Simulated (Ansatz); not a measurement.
# TaCu3O3: what a guessed cell relaxes into, part 1 of 2

Where does this trial cell of TaCu3O3 go when cell and atoms are let free?

Program: Ansatz 0.2.0. Level of theory: DFT PBE, scalar-relativistic, plane waves, PAW. These are calculated values, not measurements.

## 1. The starting structure

Symmetry: Pm-3m, No. 221, cubic system. The conventional cell has a = 4.154 Å, b = 4.154 Å, c = 4.154 Å, α = 90.00°, β = 90.00°, γ = 90.00°. Ta (site symmetry m-3m) is surrounded by 6 O at 2.08 Å. Around Cu (site symmetry 4/mmm) lie 4 O at 2.08 Å. O (site symmetry 4/mmm) is surrounded by 2 Ta at 2.08 Å and 4 Cu at 2.08 Å.

Coordinates:

```xyz
7
Lattice="4.1543 0.0000 0.0000 0.0000 4.1543 0.0000 0.0000 0.0000 4.1543" Properties=species:S:1:pos:R:3 pbc="T T T"
Ta    2.0772    2.0772    2.0772
Cu    0.0000    2.0772    0.0000
Cu    0.0000    0.0000    2.0772
Cu    2.0772    0.0000    0.0000
O     2.0772    0.0000    2.0772
O     2.0772    2.0772    0.0000
O     0.0000    2.0772    2.0772
```

A structure generator made this guess: species swapped into a database cell of LiCu3O3 (Pm-3m, No. 221), with Ta on the Li sites. The dimensions are guesses.

## 2. A first look at the guess

Input file input.yaml:

```yaml
crystal:
  lattice:
    - [4.15430844, 0.0, 0.0]
    - [0.0, 4.15430844, 0.0]
    - [0.0, 0.0, 4.15430844]
  atoms:
    - { symbol: Ta, position: [0.5, 0.5, 0.5] }
    - { symbol: Cu, position: [0.0, 0.5, 0.0], spin: -1.0 }
    - { symbol: Cu, position: [0.0, 0.0, 0.5], spin: -1.0 }
    - { symbol: Cu, position: [0.5, 0.0, 0.0], spin: 1.0 }
    - { symbol: O, position: [0.5, 0.0, 0.5] }
    - { symbol: O, position: [0.5, 0.5, 0.0] }
    - { symbol: O, position: [0.0, 0.5, 0.5] }
basis:
  ecutwfc: 420
kpoints:
  mp_grid: { grid: [4, 4, 4] }
hamiltonian:
  xc: pbe
scf:
  occupations: { method: gaussian, width: 0.1 }
  lower_state_search: "off"
output:
  forces: true
  stress: true
  eigenvalues: true
  populations: true
magnetization:
  spin_polarized: true
```

On the command line:

```console
ansatz run input.yaml --threads 1 --pin off --max-ram 2048MiB --backend cpu --events-out ev --progress --plain --runs-dir out
```

Standard output, cut to the lines that bear on the results:

```text
Warning: RAYON_NUM_THREADS=1 ignored (pool sized by the plan → 1); use --threads N
[...]
Pseudopotentials: kind: paw
Pseudopotential: Ta, paw, valence charge 13, recommended cutoff 420 eV (normal), Ta.paw.azcp
Pseudopotential: Cu, paw, valence charge 19, recommended cutoff 420 eV (normal), Cu.paw.azcp
Pseudopotential: O, paw, valence charge 6, recommended cutoff 420 eV (normal), O.paw.azcp
Functional definition: PBE
[...]
Crystal: 7 atoms, lattice volume = 71.696 Å³
Basis set: ecut = 420 eV, 1365 PW (Γ), exchange–correlation on 60×60×60 points (8 copies of the dense FFT grid, shifted against one another)
Bands: 55, of which v1, the nominal top of the filled ones, is band 44 counted from 1 (43 counted from 0)
Symmetry: 16 space group operations
Space group: P4/mmm (ITA 123), of the structure as read, at distance tolerance 4.2e-5 Å
Magnetic group: BNS 123.339 (UNI 999), of the structure as read, at distance tolerance 4.2e-5 Å
k-points: 18 of 64
[...]
Starting moments: Σ|m| = 3 μB on 3 of 7 sites
[...]
SCF iter   1: F=—  HF=-31505.774732 eV  |F-HF|=—  |Δ(HF+E_count)|=         —  Δρ=9.71e-2 (↑9.71e-2 ↓8.86e-2)  dr2=2.12e0  dr2_m=5.10e0  M=-0.218 μB ∫|m|=0.504 μB  β_m=0.30  ethr=2.42e-3  ⟨swp⟩=1.3  Hψ=9069  notcnv=0
[...]
spin=Collinear: Kerker preconditioning applied to the charge; magnetization (m = ρ↑ − ρ↓) channel mixes plain (no charge-response kernel on spin).
[...]
SCF iter  22: F=-31506.189430 eV  HF=-31506.189430 eV  |F-HF|=9.00e-8  |Δ(HF+E_count)|=   3.09e-9  Δρ=6.61e-6 (↑6.61e-6 ↓6.32e-6)  dr2=7.44e-8  dr2_m=2.16e-10  M=-0.912 μB ∫|m|=0.974 μB  ethr=4.95e-11  ⟨swp⟩=2.0  Hψ=6064  notcnv=0
[...]
SCF converged after 22 iterations
Magnetization: -0.9121 μB (43.5439 up, 44.4561 down)
Absolute magnetization: 0.9789 μB (∫|ρ↑−ρ↓|, with the PAW one-centre terms)
Spin contamination: 0.0237 ħ² per cell (⟨S²⟩ above its minimum at these occupations)
[...]
Free energy (F): -31506.189430 eV
[...]
E sigma→0 (E₀):  -31506.183098 eV
Entropy (-TS):   -0.012664 eV (-1.809 meV/atom)
Fermi energy:    17.399412 eV
[...]
--- Forces (eV/Å), atoms counted from 1 ---
  atom   1  Ta     0.00000000     0.00000000     0.00000000
  atom   2  Cu     0.00000000     0.00000000     0.00000000
  atom   3  Cu     0.00000000     0.00000000     0.00000000
  atom   4  Cu    -0.00000000    -0.00000000     0.00000000
  atom   5  O     -0.00000000     0.00000000     0.00000000
  atom   6  O      0.00000000    -0.00000000     0.00000000
  atom   7  O      0.00000000     0.00000000     0.00000000
[...]
--- Stress (GPa, compression-positive) ---
       26.697416      -0.000000       0.000000
       -0.000000      26.697701       0.000000
        0.000000       0.000000      26.697701
  P = ⅓ Tr σ = 26.6976 GPa (266.976 kbar)
--- Band table (eV; the first three rows and the last of 36) ---
[...]
--- Löwdin populations: 7 sites ---
  site symbol       q [e]    m [muB]
     0     Ta     11.8290    -0.7965
     1     Cu     18.4041    -0.0382
     2     Cu     18.4041    -0.0382
     3     Cu     18.4042    -0.0382
     4      O      6.8080     0.0009
     5      O      6.8080     0.0009
     6      O      6.8080     0.0009
  spilling = 0.006076 (of n_electrons = 88.000000)
```

Run time: 20 s. Hardware: 1 thread of Arm Neoverse V1, shared host; peak memory 0.42 GiB.

Per atom:

```csv
atom,moment in the atom's sphere (μB),Löwdin electrons
Ta1,-0.37,11.83
Cu2,-0.05,18.40
Cu3,-0.05,18.40
Cu4,-0.05,18.40
O5,0.00,6.81
O6,0.00,6.81
O7,0.00,6.81
```

The Löwdin counts miss 0.54 of the 88 electrons, which the atomic orbitals do not span, so they are no charges.

From the probe: pressure 26.7 GPa, largest force 0.00 eV/Å, gap on this mesh none (metal). A guess like this is first relaxed loosely on the coarse mesh.

## 3. Rough relaxation on the coarse mesh

input.yaml, as its differences from that of step 2:

```diff
@@ -29 +29,6 @@
   spin_polarized: true
+relax:
+  adjacent_minimum: "off"
+  f_tol: 0.04
+  max_steps: 70
+  cell: { stress_tol: 0.4 }
```

On the command line:

```console
ansatz run input.yaml --threads 1 --pin off --max-ram 2048MiB --backend cpu --events-out ev --progress --plain --runs-dir out
```

Standard output:

```text
Warning: RAYON_NUM_THREADS=1 ignored (pool sized by the plan → 1); use --threads N
Engine: ansatz 0.2.0, aarch64-unknown-linux-gnu
[... 5 set-up lines as earlier in the session ...]
  parameter kappa = 0.804
  parameter beta = 0.06672455060314922
  exchange = pbe_x(kappa = kappa, mu = beta*pi^2/3)
  correlation = pbe_c(beta = beta)
Crystal: 7 atoms, lattice volume = 71.696 Å³
Basis set: ecut = 420 eV, 1365 PW (Γ), exchange–correlation on 60×60×60 points (8 copies of the dense FFT grid, shifted against one another)
Bands: 55, of which v1, the nominal top of the filled ones, is band 44 counted from 1 (43 counted from 0)
[... 2 set-up lines as earlier in the session ...]
Magnetic group: BNS 123.339 (UNI 999), of the structure as read, at distance tolerance 4.2e-5 Å
k-points: 18 of 64
Non-local potential: Ta, projectors of the file, l = 0: 3, l = 1: 2, l = 2: 2, l = 3: 1
Non-local potential: Cu, projectors of the file, l = 0: 3, l = 1: 2, l = 2: 3, l = 3: 1
Non-local potential: O, projectors of the file, l = 0: 2, l = 1: 2, l = 2: 1
PAW form: soft (Blöchl's): semilocal exchange-correlation on the pseudo side does not see the compensation charge
PAW one-centre angular grid: Ta, 590 points (default); XC on 64 Gauss nodes
PAW one-centre angular grid: Cu, 590 points (default); XC on 64 Gauss nodes
PAW one-centre angular grid: O, 110 points (default); XC on 64 Gauss nodes
Initial density: superposition of atomic densities (chi_scale 0.1, normalization cell, long waves kept (reshape's long-wave potential 0.01 eV rms))
Starting moments: Σ|m| = 3 μB on 3 of 7 sites
Initial wavefunctions: pseudopotential atomic-orbital guess
Functional: x = pbe(κ = 0.804, μ = 0.2195149727645171), c = pbe(β = 0.06672455060314922)
iter 1 solved again at ethr=2.42e-3 eV; its pass at ethr=3.10e-3 eV (dr2=2.13e0 eV) is discarded
SCF iter   1: F=—  HF=-31505.774732 eV  |F-HF|=—  |Δ(HF+E_count)|=         —  Δρ=9.71e-2 (↑9.71e-2 ↓8.86e-2)  dr2=2.12e0  dr2_m=5.10e0  M=-0.218 μB ∫|m|=0.504 μB  β_m=0.30  ethr=2.42e-3  ⟨swp⟩=1.3  Hψ=9069  notcnv=0
preconditioner: auto → Kerker (q_TF=auto, 2.823 Å⁻¹)  [metal: Δε(μ)=0.007 eV  Ē_g=10.761 eV  σ=0.100 eV  W_gap=0.04  n_scr=26 (ndim 8)  ℏωp=32.8 eV  f_vac=0.003  D(μ)=5.61/eV (n_scr^D=80)]
spin=Collinear: Kerker preconditioning applied to the charge; magnetization (m = ρ↑ − ρ↓) channel mixes plain (no charge-response kernel on spin).
SCF iter   2: F=—  HF=-31505.822429 eV  |F-HF|=—  |Δ(HF+E_count)|=   4.77e-2  Δρ=6.58e-2 (↑6.34e-2 ↓6.58e-2)  dr2=5.34e-1  dr2_m=2.56e0  M=-0.190 μB ∫|m|=0.539 μB  β_m=0.30  ethr=2.41e-3  ⟨swp⟩=2.1  Hψ=2860  notcnv=0
SCF iter   3: F=—  HF=-31505.978027 eV  |F-HF|=—  |Δ(HF+E_count)|=   1.56e-1  Δρ=4.79e-2 (↑4.67e-2 ↓4.79e-2)  dr2=2.42e-1  dr2_m=1.41e0  M=-0.192 μB ∫|m|=0.488 μB  β_m=0.30  ethr=6.06e-4  ⟨swp⟩=2.3  Hψ=2850  notcnv=0  defer=86
SCF iter   4: F=—  HF=-31506.082830 eV  |F-HF|=—  |Δ(HF+E_count)|=   1.05e-1  Δρ=3.50e-2 (↑3.35e-2 ↓3.50e-2)  dr2=9.89e-2  dr2_m=7.53e-1  M=-0.216 μB ∫|m|=0.477 μB  β_m=0.30  ethr=2.75e-4  ⟨swp⟩=2.2  Hψ=2786  notcnv=0  defer=86
SCF iter   5: F=—  HF=-31506.092247 eV  |F-HF|=—  |Δ(HF+E_count)|=   9.42e-3  Δρ=2.60e-2 (↑2.45e-2 ↓2.60e-2)  dr2=1.72e-2  dr2_m=4.13e-1  M=-0.241 μB ∫|m|=0.456 μB  β_m=0.30  ethr=1.12e-4  ⟨swp⟩=2.0  Hψ=3207  notcnv=0  defer=94
SCF iter   6: F=—  HF=-31506.122974 eV  |F-HF|=—  |Δ(HF+E_count)|=   3.07e-2  Δρ=1.97e-2 (↑1.97e-2 ↓1.85e-2)  dr2=1.00e-2  dr2_m=2.37e-1  M=-0.276 μB ∫|m|=0.441 μB  β_m=0.30  ethr=1.95e-5  ⟨swp⟩=2.0  Hψ=2457  notcnv=0  defer=94
SCF iter   7: F=—  HF=-31506.141033 eV  |F-HF|=—  |Δ(HF+E_count)|=   1.81e-2  Δρ=1.47e-2 (↑1.47e-2 ↓1.45e-2)  dr2=6.37e-3  dr2_m=1.38e-1  M=-0.305 μB ∫|m|=0.426 μB  β_m=0.30  ethr=1.14e-5  ⟨swp⟩=2.0  Hψ=2620  notcnv=0  defer=94
SCF iter   8: F=—  HF=-31506.150141 eV  |F-HF|=—  |Δ(HF+E_count)|=   9.11e-3  Δρ=1.17e-2 (↑1.17e-2 ↓1.07e-2)  dr2=6.88e-3  dr2_m=8.07e-2  M=-0.346 μB ∫|m|=0.430 μB  β_m=0.30  ethr=7.24e-6  ⟨swp⟩=2.0  Hψ=2406  notcnv=0  defer=94
Mixer restart at iter 8: flushing history
spin-set hold released at iteration 8 (site moments contracting): the magnetisation degrees of freedom join the quasi-Newton model from the next iteration; the mixer history was flushed
SCF iter   9: F=—  HF=-31506.155202 eV  |F-HF|=—  |Δ(HF+E_count)|=   5.06e-3  Δρ=8.87e-3 (↑8.87e-3 ↓8.29e-3)  dr2=2.61e-3  dr2_m=4.78e-2  M=-0.391 μB ∫|m|=0.448 μB  β_m=0.65  ethr=7.24e-6  ⟨swp⟩=1.5  Hψ=1944  notcnv=0  defer=94
SCF iter  10: F=—  HF=-31506.172236 eV  |F-HF|=—  |Δ(HF+E_count)|=   1.70e-2  Δρ=3.54e-3 (↑2.18e-3 ↓3.54e-3)  dr2=3.05e-3  dr2_m=4.47e-3  M=-0.597 μB ∫|m|=0.624 μB  β_m=0.82  ethr=2.96e-6  ⟨swp⟩=2.0  Hψ=3553  notcnv=0  defer=94
SCF iter  11: F=—  HF=-31506.178613 eV  |F-HF|=—  |Δ(HF+E_count)|=   6.38e-3  Δρ=3.95e-3 (↑3.95e-3 ↓2.78e-3)  dr2=9.81e-3  dr2_m=4.13e-3  M=-0.693 μB ∫|m|=0.726 μB  β_m=0.91  ethr=2.96e-6  ⟨swp⟩=2.0  Hψ=3858  notcnv=0  defer=95
SCF iter  12: F=—  HF=-31506.188249 eV  |F-HF|=—  |Δ(HF+E_count)|=   9.64e-3  Δρ=1.70e-3 (↑1.29e-3 ↓1.70e-3)  dr2=2.34e-3  dr2_m=5.15e-4  M=-0.887 μB ∫|m|=0.940 μB  β_m=0.89  ethr=2.96e-6  ⟨swp⟩=2.5  Hψ=3640  notcnv=0  defer=95
SCF iter  13: F=—  HF=-31506.190972 eV  |F-HF|=—  |Δ(HF+E_count)|=   2.72e-3  Δρ=2.84e-3 (↑2.81e-3 ↓2.84e-3)  dr2=1.34e-2  dr2_m=3.48e-4  M=-0.917 μB ∫|m|=0.979 μB  β_m=0.64  ethr=2.66e-6  ⟨swp⟩=2.1  Hψ=3540  notcnv=0  defer=98  recentre
SCF iter  14: F=—  HF=-31506.188744 eV  |F-HF|=—  |Δ(HF+E_count)|=   2.23e-3  Δρ=5.57e-4 (↑5.57e-4 ↓5.26e-4)  dr2=2.91e-4  dr2_m=6.39e-5  M=-0.911 μB ∫|m|=0.970 μB  β_m=0.82  ethr=2.66e-6  ⟨swp⟩=2.0  Hψ=3559  notcnv=0  defer=100
SCF iter  15: F=—  HF=-31506.188529 eV  |F-HF|=—  |Δ(HF+E_count)|=   2.15e-4  Δρ=5.43e-4 (↑5.41e-4 ↓5.43e-4)  dr2=2.16e-5  dr2_m=1.87e-4  M=-0.901 μB ∫|m|=0.959 μB  β_m=0.77  ethr=3.30e-7  ⟨swp⟩=2.0  Hψ=3535  notcnv=0  defer=104
SCF iter  16: F=—  HF=-31506.188651 eV  |F-HF|=—  |Δ(HF+E_count)|=   1.22e-4  Δρ=4.51e-4 (↑4.51e-4 ↓3.48e-4)  dr2=2.23e-5  dr2_m=1.01e-4  M=-0.920 μB ∫|m|=0.984 μB  β_m=0.69  ethr=2.46e-8  ⟨swp⟩=3.0  Hψ=4228  notcnv=0  defer=104
SCF iter  17: F=—  HF=-31506.188729 eV  |F-HF|=—  |Δ(HF+E_count)|=   7.77e-5  Δρ=2.34e-4 (↑2.34e-4 ↓1.99e-4)  dr2=8.84e-6  dr2_m=2.87e-5  M=-0.916 μB ∫|m|=0.979 μB  β_m=0.84  ethr=2.46e-8  ⟨swp⟩=2.0  Hψ=3359  notcnv=0  defer=104
SCF iter  18: F=—  HF=-31506.189426 eV  |F-HF|=—  |Δ(HF+E_count)|=   6.97e-4  Δρ=8.86e-5 (↑8.58e-5 ↓8.86e-5)  dr2=2.25e-6  dr2_m=4.25e-6  M=-0.914 μB ∫|m|=0.976 μB  β_m=0.83  ethr=1.00e-8  ⟨swp⟩=2.0  Hψ=3355  notcnv=0  defer=104
SCF iter  19: F=—  HF=-31506.189430 eV  |F-HF|=—  |Δ(HF+E_count)|=   3.84e-6  Δρ=2.33e-5 (↑2.33e-5 ↓1.86e-5)  dr2=3.39e-7  dr2_m=2.02e-7  M=-0.912 μB ∫|m|=0.974 μB  β_m=0.92  ethr=2.56e-9  ⟨swp⟩=2.0  Hψ=3346  notcnv=0  defer=104
SCF iter  20: F=—  HF=-31506.189430 eV  |F-HF|=—  |Δ(HF+E_count)|=   1.74e-7  Δρ=7.99e-6 (↑7.99e-6 ↓7.73e-6)  dr2=1.61e-7  dr2_m=1.41e-9  M=-0.912 μB ∫|m|=0.974 μB  β_m=0.88  ethr=3.85e-10  ⟨swp⟩=2.0  Hψ=3137  notcnv=0  defer=104
iter 21 did not close the SCF: its close was put off for a magnetic moment that had not settled (scf_convergence_deferred on its scf_iter line)
SCF iter  21: F=-31506.189430 eV  HF=-31506.189430 eV  |F-HF|=4.87e-8  |Δ(HF+E_count)|=   1.84e-8  Δρ=5.02e-6 (↑5.02e-6 ↓4.20e-6)  dr2=4.36e-8  dr2_m=1.01e-9  M=-0.912 μB ∫|m|=0.974 μB  β_m=0.81  ethr=1.14e-10  ⟨swp⟩=9.2  Hψ=6481  notcnv=0
SCF iter  22: F=-31506.189430 eV  HF=-31506.189430 eV  |F-HF|=9.00e-8  |Δ(HF+E_count)|=   3.09e-9  Δρ=6.61e-6 (↑6.61e-6 ↓6.32e-6)  dr2=7.44e-8  dr2_m=2.16e-10  M=-0.912 μB ∫|m|=0.974 μB  ethr=4.95e-11  ⟨swp⟩=2.0  Hψ=6064  notcnv=0
SCF 1 converged in 22 iterations: F = -31506.189430 eV  dr2 = 7.44e-8
relax step   1: F+E_penalty+E_count = -31506.18942970 eV  Δ(F+E_penalty+E_count) = +0.000e0 eV  max|allowed force component| = 3.606e-29 eV/Å  Δτ_max = 0.0000 Å  P = +26.698 GPa  Ω = 71.696 Å³  (22 SCF iters, dr2 threshold 1.00e-7 eV, accepted)
[... from here on, the SCF cycles and remarks between the steps are left out ...]
relax step   2: F+E_penalty+E_count = -31506.76935758 eV  Δ(F+E_penalty+E_count) = -5.799e-1 eV  max|allowed force component| = 4.688e-29 eV/Å  Δτ_max = 0.0000 Å  P = +7.211 GPa  Ω = 77.640 Å³  energy of the carried Pulay correction = -2.254e-2 eV  (12 SCF iters, dr2 threshold 7.00e-7 eV, accepted)
relax step   3: F+E_penalty+E_count = -31506.82420116 eV  Δ(F+E_penalty+E_count) = -5.484e-2 eV  max|allowed force component| = 1.375e-29 eV/Å  Δτ_max = 0.0000 Å  P = +1.247 GPa  Ω = 80.096 Å³  energy of the carried Pulay correction = -3.134e-2 eV  (10 SCF iters, dr2 threshold 7.00e-7 eV, accepted)
relax step   4: F+E_penalty+E_count = -31506.82450353 eV  Δ(F+E_penalty+E_count) = -3.024e-4 eV  max|allowed force component| = 1.183e-29 eV/Å  Δτ_max = 0.0000 Å  P = +0.068 GPa  Ω = 80.629 Å³  energy of the carried Pulay correction = -3.321e-2 eV  (8 SCF iters, dr2 threshold 7.00e-7 eV, accepted)
relax step   5: F+E_penalty+E_count = -31506.88124550 eV  Δ(F+E_penalty+E_count) = -5.674e-2 eV  max|allowed force component| = 1.037e-29 eV/Å  Δτ_max = 0.0000 Å  P = +1.027 GPa  Ω = 80.629 Å³  stress off target by 1.03e0 GPa  SCF on the basis re-selected at this cell (its energy is not comparable with the rows above)  (9 SCF iters)
relax step   6: F+E_penalty+E_count = -31506.88116531 eV  Δ(F+E_penalty+E_count) = +8.019e-5 eV  max|allowed force component| = 2.789e-29 eV/Å  Δτ_max = 0.0000 Å  P = +0.084 GPa  Ω = 81.098 Å³  energy of the carried Pulay correction = -1.697e-3 eV  (7 SCF iters, dr2 threshold 7.00e-7 eV, accepted)
relax step   7: F+E_penalty+E_count = -31506.88353618 eV  Δ(F+E_penalty+E_count) = -2.371e-3 eV  max|allowed force component| = 2.857e-29 eV/Å  Δτ_max = 0.0000 Å  P = +0.087 GPa  Ω = 81.098 Å³  stress off target by 8.72e-2 GPa  SCF on the basis re-selected at this cell (its energy is not comparable with the rows above)  (5 SCF iters)
basis re-selected at this cell: Δ(F+E_penalty+E_count) = -2.371e-3 eV, ΔP = +0.003 GPa vs the last step (what re-selecting the basis moved, of the pressure what is left beyond the Pulay correction that the steps carried, after the strain that the cell walked since its last selection, with what the two solves' SCF thresholds leave and, on support functions, any second-order correction that the steps lacked; it is no measure of the basis error at this ecutwfc). This SCF's stress stands 8.72e-2 GPa from its target on what of the cell is left free (relax.cell.stress_tol is 4.00e-1 GPa) and its largest allowed force component is 2.86e-29 eV/Å (relax.f_tol is 4.00e-2 eV/Å): within both
SCF converged after 5 iterations
Magnetization: -0.9600 μB (43.5200 up, 44.4800 down)
Absolute magnetization: 1.0645 μB (∫|ρ↑−ρ↓|, with the PAW one-centre terms)
Spin contamination: 0.0464 ħ² per cell (⟨S²⟩ above its minimum at these occupations)
Per-site moments (μB) at R_I (Å): [(-0.4424188148224339, 0.8927502051476194), (-0.04631615684325323, 0.8927502051476194), (-0.04631615684325394, 0.8927502051476194), (-0.046316572628492376, 0.8927510511851483), (0.000660607502376289, 0.8927502051476194), (0.0006606075023770084, 0.8927502051476194), (0.0006607307138238129, 0.8927502051476194)]
Free energy (F): -31506.883536 eV
Harris-Foulkes:  -31506.883536 eV  (|F-HF|=1.07e-8)
Internal energy: -31506.868084 eV  (E = F + TS)
E sigma→0 (E₀):  -31506.875810 eV
Entropy (-TS):   -0.015452 eV (-2.207 meV/atom)
Fermi energy:    14.767192 eV
--- Per-component energies (eV) ---
  E_band       = -1314.049163
  E_kinetic    = 1786.719473
  E_local      = -15395.314458  (includes V_loc(G=0)·N_el)
  E_nonlocal   = 1370.703656
  E_hartree    = 6693.102347
  E_xc         = -700.641729
  E_vxc        = -822.926343  (∫ρ·V_xc dr)
  E_paw        = -13893.656630  (= ΣΔE_a)
  E_vpaw       = -1639.441699  (= ΣTr[D̂ρ^β])
  E_aug_tail   = 0.007852  (compensation charges beyond the density's cutoff)
  E_ewald      = -11367.788596
  E_smearing   = -0.015452  (= −TS)
  E_closure    = 0.000000  (closes the sum)
  Σ components = -31506.883536   (vs F -31506.883536, Δ=0.00e0)
--- Forces (eV/Å), atoms counted from 1 ---
  atom   1  Ta     0.00000000    -0.00000000     0.00000000
  atom   2  Cu     0.00000000     0.00000000    -0.00000000
  atom   3  Cu    -0.00000000    -0.00000000    -0.00000000
  atom   4  Cu    -0.00000000    -0.00000000     0.00000000
  atom   5  O     -0.00000000     0.00000000     0.00000000
  atom   6  O      0.00000000     0.00000000     0.00000000
  atom   7  O     -0.00000000     0.00000000     0.00000000
  max |Σ_I F_I| component: 6.51e-29 eV/Å
--- Stress (GPa, compression-positive) ---
        0.087155       0.000000      -0.000000
        0.000000       0.087105      -0.000000
       -0.000000      -0.000000       0.087105
  P = ⅓ Tr σ = 0.0871 GPa (0.871 kbar)
--- Band table (eV; the first three rows and the last of 36) ---
  k-point 0 ↑: bands = ["-97.4612", "-97.4603", "-97.4603", "-55.5464", "-54.9835", "-54.9835", "-54.9835", "-54.8289", "-54.8289", "-54.8289", "-54.8281", "-54.8281", "-54.8281", "-21.9378", "-21.9378", "-21.9378", "-6.6054", "-5.9220", "-5.9220", "7.5152", "7.5152", "7.5152", "8.9731", "8.9731", "8.9731", "9.5821", "9.5821", "9.5821", "10.1947", "11.0541", "11.0541", "11.0541", "12.0328", "12.0328", "12.0329", "12.3718", "12.3718", "12.6035", "12.7219", "12.7219", "12.7687", "12.7687", "12.7687", "13.1225", "15.0494", "15.0494", "15.0494", "16.6829", "16.6829", "18.9593", "18.9593", "19.8877", "19.8877", "19.8877", "20.3132"]
[... 3 lines left out ...]
--- Relaxed structure (5 steps of the walk, 5 accepted, 2 SCFs on fresh bases) ---
  F+E_penalty+E_count = -31506.88353618 eV   max|allowed force component| = 2.857e-29 eV/Å   (the final SCF, on the basis selected at the relaxed cell)
  cell:  # Å, volume = 81.0978 Å³
    - [4.328485843139973, -1.925929944387236e-34, 0.0]
    - [-1.925929944387236e-34, 4.328489945140113, 1.925929944387236e-34]
    - [0.0, 1.925929944387236e-34, 4.328489945140113]
  atoms:
    - { symbol: Ta, position: [0.5, 0.5, 0.5] }
    - { symbol: Cu, position: [-1.184254562445883e-41, 0.5, -2.6727647100921956e-51] }
    - { symbol: Cu, position: [-7.895030414495863e-43, 1.5421205008026393e-37, 0.5] }
    - { symbol: Cu, position: [0.5, 1.5562683953054112e-37, 4.423682303449087e-86] }
    - { symbol: O, position: [0.5, -2.0655925974054116e-37, 0.5] }
    - { symbol: O, position: [0.5, 0.5, -2.6727647100921956e-51] }
    - { symbol: O, position: [-7.89503041808773e-43, 0.5, 0.5] }
--- Löwdin populations: 7 sites ---
  site symbol       q [e]    m [muB]
     0     Ta     11.7758    -0.8850
     1     Cu     18.4320    -0.0302
     2     Cu     18.4320    -0.0302
     3     Cu     18.4319    -0.0302
     4      O      6.8222     0.0068
     5      O      6.8222     0.0068
     6      O      6.8222     0.0068
  spilling = 0.005247 (of n_electrons = 88.000000)
```

It took 84 s on 1 thread of Arm Neoverse V1, shared host; peak memory 0.46 GiB.

Relaxation path:

```csv
step,E - E(step 1) (eV/cell),largest force component (eV/Å),pressure (GPa),volume (Å³)
1,0.0000,0.0000,26.70,71.70
2,-0.5799,0.0000,7.21,77.64
3,-0.6348,0.0000,1.25,80.10
4,-0.6351,0.0000,0.07,80.63
5,-0.6918,0.0000,1.03,80.63
6,-0.6917,0.0000,0.08,81.10
7,-0.6941,0.0000,0.09,81.10
```

Step 1 is the start. Steps 5, 7 each repeat the geometry before them on a plane-wave basis chosen anew, so the energy can jump there without any move.

|  | before | after | change |
| --- | --- | --- | --- |
| a (Å) | 4.154 | 4.328 | +4.2 % |
| b (Å) | 4.154 | 4.328 | +4.2 % |
| c (Å) | 4.154 | 4.328 | +4.2 % |
| volume (Å³/atom) | 10.24 | 11.59 | +13.1 % |
| shortest distance (Å) | 2.077 | 2.164 | +4.2 % |
| space group (0.01 Å) | Pm-3m | Pm-3m | same |

Per atom:

```csv
atom,moment in the atom's sphere (μB),Löwdin electrons
Ta1,-0.44,11.78
Cu2,-0.05,18.43
Cu3,-0.05,18.43
Cu4,-0.05,18.43
O5,0.00,6.82
O6,0.00,6.82
O7,0.00,6.82
```

The Löwdin counts miss 0.46 of the 88 electrons, which the atomic orbitals do not span, so they are no charges.

(Continued in part 2 of 2.)
